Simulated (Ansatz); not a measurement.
# WAu (P1) in Ansatz: convergence with k mesh

Aim: find how far k mesh must go before the results for WAu settle, at PBE. This setting moves, with any that are tied to it; all else stays.

Program: Ansatz 0.2.0. These are calculated values, not measurements. Logs are shortened: lines on timing, memory, paths and dates and some standing lists are left out, and cuts for length are marked.

## Step 1: The cell of the first run

The typed cell holds 2 atoms: a = 3.886 Å, b = 3.886 Å, c = 3.886 Å, α = 60.00°, β = 60.00°, γ = 60.00°.

The cell was built by a generator and needn't be a form met in nature.

The cell isn't the ideal one: atoms moved at random, drawn with an rms of 0.05 Å.

## Step 2: With k mesh 3 × 3 × 3

Contents of input.yaml:

```yaml
crystal:
  lattice:
    - [0.0, 2.74797926, 2.74797926]
    - [2.74797926, 0.0, 2.74797926]
    - [2.74797926, 2.74797926, 0.0]
  atoms:
    - { symbol: W, position: [0.003874, -0.002977, -0.007091] }
    - { symbol: Au, position: [0.738363, 0.7513, 0.758064] }
hamiltonian:
  xc: pbe
  pseudopotentials: { kind: paw, level: accurate }
kpoints:
  mp_grid: { grid: [3, 3, 3] }
scf:
  occupations: { method: gaussian, width: 0.05 }
output:
  forces: true
  stress: true
  eigenvalues: true
```

Potentials or basis: Ansatz PAW earlier set.

Command:

```sh
$ ansatz run input.yaml --threads 2 --pin off --max-ram 5632MiB --backend cpu --events-out ev --progress --plain --runs-dir out
```

Wall time 2.8 s (2 threads of Arm Neoverse V2, shared host); peak memory 0.36 GiB.

What came out:

```
Free energy            : -31057.3616 eV
Pressure               : 33.2 GPa
Largest force          : 1.366 eV/Å
Band gap on the k mesh : none (metal or under the smearing width)
```

## Step 3: With k mesh 4 × 4 × 4

input.yaml: that of step 2 with these lines changed.

```diff
@@ -12,3 +12,3 @@
 kpoints:
-  mp_grid: { grid: [3, 3, 3] }
+  mp_grid: { grid: [4, 4, 4] }
 scf:
```

Potentials or basis: Ansatz PAW earlier set.

Command:

```sh
$ ansatz run input.yaml --threads 2 --pin off --max-ram 5632MiB --backend cpu --events-out ev --progress --plain --runs-dir out
```

Wall time 5.9 s (2 threads of Arm Neoverse V2, shared host); peak memory 0.4 GiB.

Results:

```yaml
Free_energy: -31057.3906 eV
Pressure: 33.7 GPa
Largest_force: 0.849 eV/Å
Band_gap_on_the_k_mesh: none (metal or under the smearing width)
```

## Step 4: With k mesh 5 × 5 × 5

input.yaml: that of step 3 with these lines changed.

```diff
@@ -12,3 +12,3 @@
 kpoints:
-  mp_grid: { grid: [4, 4, 4] }
+  mp_grid: { grid: [5, 5, 5] }
 scf:
```

Command:

```sh
$ ansatz run input.yaml --threads 2 --pin off --max-ram 5632MiB --backend cpu --events-out ev --progress --plain --runs-dir out
```

Run time: 10 s. Hardware: 2 threads of Arm Neoverse V2, shared host; peak memory 0.46 GiB.

What came out:

* Free energy: -31057.5363 eV
* Pressure: 32.8 GPa
* Largest force: 1.311 eV/Å
* Band gap on the k mesh: none (metal or under the smearing width)

## Step 5: With k mesh 6 × 6 × 6

input.yaml: that of step 4 with these lines changed.

```diff
@@ -12,3 +12,3 @@
 kpoints:
-  mp_grid: { grid: [5, 5, 5] }
+  mp_grid: { grid: [6, 6, 6] }
 scf:
```

Command:

```sh
$ ansatz run input.yaml --threads 2 --pin off --max-ram 5632MiB --backend cpu --events-out ev --progress --plain --runs-dir out
```

Run time: 18 s. Hardware: 2 threads of Arm Neoverse V2, shared host; peak memory 0.56 GiB.

What came out:

```yaml
Free_energy: -31057.5014 eV
Pressure: 33.3 GPa
Largest_force: 1.348 eV/Å
Band_gap_on_the_k_mesh: none (metal or under the smearing width)
```

## Step 6: With k mesh 8 × 8 × 8

input.yaml: that of step 5 with these lines changed.

```diff
@@ -12,3 +12,3 @@
 kpoints:
-  mp_grid: { grid: [6, 6, 6] }
+  mp_grid: { grid: [8, 8, 8] }
 scf:
```

Potentials or basis: Ansatz PAW earlier set.

Command:

```sh
$ ansatz run input.yaml --threads 2 --pin off --max-ram 5632MiB --backend cpu --events-out ev --progress --plain --runs-dir out
```

Wall time 42 s (2 threads of Arm Neoverse V2, shared host); peak memory 0.89 GiB.

The run converged. Its results:

* Free energy: -31057.4968 eV
* Pressure: 33.2 GPa
* Largest force: 1.343 eV/Å
* Band gap on the k mesh: none (metal or under the smearing width)

## Step 7: With k mesh 10 × 10 × 10

input.yaml: that of step 6 with these lines changed.

```diff
@@ -12,3 +12,3 @@
 kpoints:
-  mp_grid: { grid: [8, 8, 8] }
+  mp_grid: { grid: [10, 10, 10] }
 scf:
```

Command:

```sh
$ ansatz run input.yaml --threads 2 --pin off --max-ram 5632MiB --backend cpu --events-out ev --progress --plain --runs-dir out
```

Run time: 79 s. Hardware: 2 threads of Arm Neoverse V2, shared host; peak memory 1.4 GiB.

It converged, with:

| Item | Value |
| --- | --- |
| Free energy | -31057.4985 eV |
| Pressure | 33.2 GPa |
| Largest force | 1.338 eV/Å |
| Band gap on the k mesh | none (metal or under the smearing width) |

## Step 8: With k mesh 12 × 12 × 12

input.yaml: that of step 7 with these lines changed.

```diff
@@ -12,3 +12,3 @@
 kpoints:
-  mp_grid: { grid: [10, 10, 10] }
+  mp_grid: { grid: [12, 12, 12] }
 scf:
```

Command:

```sh
$ ansatz run input.yaml --threads 2 --pin off --max-ram 5632MiB --backend cpu --events-out ev --progress --plain --runs-dir out
```

It took 2.2 min on 2 threads of Arm Neoverse V2, shared host; peak memory 2.2 GiB.

The run converged. Its results:

* Free energy: -31057.4995 eV
* Pressure: 33.2 GPa
* Largest force: 1.355 eV/Å
* Band gap on the k mesh: none (metal or under the smearing width)

## Step 9: With k mesh 14 × 14 × 14

input.yaml: that of step 8 with these lines changed.

```diff
@@ -12,3 +12,3 @@
 kpoints:
-  mp_grid: { grid: [12, 12, 12] }
+  mp_grid: { grid: [14, 14, 14] }
 scf:
```

Potentials or basis: Ansatz PAW earlier set.

Command:

```sh
$ ansatz run input.yaml --threads 2 --pin off --max-ram 5632MiB --backend cpu --events-out ev --progress --plain --runs-dir out
```

Standard output:

```text
Warning: RAYON_NUM_THREADS=2 ignored (pool sized by the plan → 2); use --threads N
Engine: ansatz 0.2.0, aarch64-unknown-linux-gnu
Pseudopotentials: kind: paw, level: accurate
Pseudopotential: W, paw, valence charge 28, recommended cutoff 880 eV (high), W.paw.azcp
Pseudopotential: Au, paw, valence charge 19, recommended cutoff 864 eV (high), Au.paw.azcp
Functional definition: PBE
  parameter kappa = 0.804
  parameter beta = 0.06672455060314922
  exchange = pbe_x(kappa = kappa, mu = beta*pi^2/3)
  correlation = pbe_c(beta = beta)
Crystal: 2 atoms, lattice volume = 41.502 Å³
Basis set: ecut = 880 eV, 2445 PW (Γ), exchange–correlation on 80×80×80 points (8 copies of the dense FFT grid, shifted against one another)
Bands: 29, of which v1, the nominal top of the filled ones, is band 24 counted from 1 (23 counted from 0)
Symmetry: 1 space group operations
Space group: P1 (ITA 1), of the structure as read, at distance tolerance 3.5e-5 Å
k-points: 1376 of 2744 (time reversal used)
Non-local potential: W, projectors of the file, l = 0: 3, l = 1: 3, l = 2: 2, l = 3: 3
Non-local potential: Au, projectors of the file, l = 0: 3, l = 1: 3, l = 2: 2, l = 3: 2
PAW form: soft (Blöchl's): semilocal exchange-correlation on the pseudo side does not see the compensation charge
PAW one-centre angular grid: W, 590 points (default); XC on 64 Gauss nodes
PAW one-centre angular grid: Au, 590 points (default); XC on 147 of its mesh's 1761 points in the sphere
Initial density: superposition of atomic densities (chi_scale 0.1, normalization cell, long waves kept (reshape's long-wave potential 0.00 eV rms))
Initial wavefunctions: pseudopotential atomic-orbital guess
Functional: x = pbe(κ = 0.804, μ = 0.2195149727645171), c = pbe(β = 0.06672455060314922)
SCF iter   1: F=—  HF=-31060.229318 eV  |F-HF|=—  |Δ(HF+E_count)|=         —  Δρ=1.60e-1  dr2=1.47e1  ethr=3.10e-3  ⟨swp⟩=5.9  Hψ=172894  notcnv=0
preconditioner: auto → LDOS  [metal: Δε(μ)=0.001 eV  Ē_g=19.413 eV  σ=0.050 eV  W_gap=0.01  n_scr=14 (ndim 8)  ℏωp=32.1 eV  f_vac=0.024  D(μ)=2.16/eV (n_scr^D=14)  β→1.0]
SCF iter   2: F=—  HF=-31057.557022 eV  |F-HF|=—  |Δ(HF+E_count)|=    2.67e0  Δρ=4.68e-2  dr2=2.72e-1  ethr=3.10e-3  ⟨swp⟩=3.1  Hψ=95092  notcnv=0  defer=1681
SCF iter   3: F=—  HF=-31057.508385 eV  |F-HF|=—  |Δ(HF+E_count)|=   4.86e-2  Δρ=9.71e-3  dr2=2.95e-2  ethr=5.78e-4  ⟨swp⟩=3.0  Hψ=98757  notcnv=0  defer=1671
SCF iter   4: F=—  HF=-31057.498864 eV  |F-HF|=—  |Δ(HF+E_count)|=   9.52e-3  Δρ=1.69e-3  dr2=6.94e-4  ethr=6.28e-5  ⟨swp⟩=3.0  Hψ=83810  notcnv=0  defer=1671
SCF iter   5: F=—  HF=-31057.498736 eV  |F-HF|=—  |Δ(HF+E_count)|=   1.28e-4  Δρ=5.01e-4  dr2=8.35e-5  ethr=1.48e-6  ⟨swp⟩=3.2  Hψ=72818  notcnv=0  defer=1671
SCF iter   6: F=—  HF=-31057.498706 eV  |F-HF|=—  |Δ(HF+E_count)|=   2.99e-5  Δρ=1.45e-4  dr2=9.60e-6  ethr=1.78e-7  ⟨swp⟩=3.0  Hψ=70815  notcnv=0  defer=1671
SCF iter   7: F=—  HF=-31057.498705 eV  |F-HF|=—  |Δ(HF+E_count)|=   4.88e-7  Δρ=3.38e-5  dr2=2.04e-7  ethr=2.04e-8  ⟨swp⟩=2.1  Hψ=60577  notcnv=0  defer=1671
SCF iter   8: F=-31057.498705 eV  HF=-31057.498705 eV  |F-HF|=6.90e-9  |Δ(HF+E_count)|=   9.60e-8  Δρ=8.57e-6  dr2=1.12e-8  ethr=2.13e-10  ⟨swp⟩=14.0  Hψ=223607  notcnv=0
SCF 1 converged in 8 iterations: F = -31057.498705 eV  dr2 = 1.12e-8
SCF converged after 8 iterations
Free energy (F): -31057.498705 eV
Harris-Foulkes:  -31057.498705 eV  (|F-HF|=6.90e-9)
Internal energy: -31057.496578 eV  (E = F + TS)
E sigma→0 (E₀):  -31057.497641 eV
Entropy (-TS):   -0.002128 eV (-1.064 meV/atom)
Fermi energy:    18.432005 eV
--- Per-component energies (eV) ---
  E_band       = -558.662551
  E_kinetic    = 1662.486544
  E_local      = -14421.321923  (includes V_loc(G=0)·N_el)
  E_nonlocal   = 2816.294311
  E_hartree    = 4619.755647
  E_xc         = -595.099425
  E_vxc        = -688.239144  (∫ρ·V_xc dr)
  E_paw        = -17146.122576  (= ΣΔE_a)
  E_vpaw       = 832.614011  (= ΣTr[D̂ρ^β])
  E_aug_tail   = -0.000002  (compensation charges beyond the density's cutoff)
  E_ewald      = -7993.489154
  E_smearing   = -0.002128  (= −TS)
  E_closure    = -0.000000  (closes the sum)
  Σ components = -31057.498705   (vs F -31057.498705, Δ=0.00e0)
--- Forces (eV/Å), atoms counted from 1 ---
  atom   1  W      1.15807585    -0.11013818    -0.67591597
  atom   2  Au    -1.15807153     0.11014488     0.67591325
  max |Σ_I F_I| component: 6.71e-6 eV/Å
--- Stress (GPa, compression-positive) ---
       32.956971      -3.748223      -0.454275
       -3.748223      33.402366       6.454656
       -0.454275       6.454656      33.253642
  P = ⅓ Tr σ = 33.2043 GPa (332.043 kbar)
--- Band table (eV; the first three rows and the last of 1376) ---
  k-point 0: bands = ["-89.2416", "-55.5797", "-40.6240", "-40.5661", "-40.5201", "-19.9121", "-19.8828", "-19.8659", "-9.7836", "-9.7804", "-9.7792", "-9.7785", "-9.7777", "-9.7770", "-9.7745", "9.9109", "11.7174", "11.7298", "12.0591", "12.0769", "12.0901", "17.4885", "17.5520", "17.6292", "20.5183", "20.5436", "27.6054", "29.9909", "30.1307"]
  k-point 1: bands = ["-89.2416", "-55.5798", "-40.6241", "-40.5661", "-40.5200", "-19.9119", "-19.8827", "-19.8670", "-9.7836", "-9.7805", "-9.7793", "-9.7785", "-9.7778", "-9.7770", "-9.7746", "10.0022", "11.6863", "11.6989", "12.0531", "12.1222", "12.1314", "17.4934", "17.5247", "17.5785", "20.4887", "20.5144", "27.7399", "29.1907", "30.1060"]
  k-point 2: bands = ["-89.2416", "-55.5801", "-40.6243", "-40.5663", "-40.5196", "-19.9112", "-19.8826", "-19.8699", "-9.7835", "-9.7807", "-9.7794", "-9.7786", "-9.7779", "-9.7771", "-9.7749", "10.2628", "11.6344", "11.6508", "12.0452", "12.2074", "12.2084", "17.1874", "17.5971", "17.6411", "20.4104", "20.4355", "27.6343", "28.1550", "30.0757"]
  k-point 1375: bands = ["-89.2415", "-55.5829", "-40.6219", "-40.5638", "-40.5219", "-19.9266", "-19.8844", "-19.8615", "-9.7828", "-9.7810", "-9.7807", "-9.7802", "-9.7783", "-9.7772", "-9.7757", "11.3274", "11.8366", "11.9243", "11.9522", "12.0240", "12.8337", "16.2007", "18.0846", "18.3118", "20.2480", "20.3075", "21.0916", "27.0621", "27.4794"]
```

Wall time 3.6 min (2 threads of Arm Neoverse V2, shared host); peak memory 3.3 GiB.

Results:

```
Free energy            : -31057.4987 eV
Pressure               : 33.2 GPa
Largest force          : 1.345 eV/Å
Band gap on the k mesh : none (metal or under the smearing width)
```

## Step 10: The series at a glance

```csv
k mesh,"energy less the tightest run, at zero smearing (meV/atom)",pressure (GPa),largest force (eV/Å),SCF cycles,CPU time (s),peak memory (GiB)
3 × 3 × 3,69.02,33.18,1.366,9,5.3,0.36
4 × 4 × 4,56.04,33.67,0.849,10,12,0.4
5 × 5 × 5,-18.29,32.83,1.311,9,20,0.46
6 × 6 × 6,-0.65,33.32,1.348,9,36,0.56
8 × 8 × 8,1.08,33.22,1.343,9,83,0.89
10 × 10 × 10,0.19,33.22,1.338,8,160,1.4
12 × 12 × 12,-0.36,33.23,1.355,8,260,2.2
14 × 14 × 14,0.00,33.20,1.345,8,440,3.3
```

Against the tightest run, the energy stays within 1 meV/atom from 10 × 10 × 10 on; the pressure stays within 0.1 GPa from 8 × 8 × 8 on. Not settled before the last step: the largest force (to 0.005 eV/Å). Meshes of other sizes hit other points, so gaps and Fermi surfaces needn't settle smoothly. The tightest run that finished is the yardstick and may itself not be fully converged.
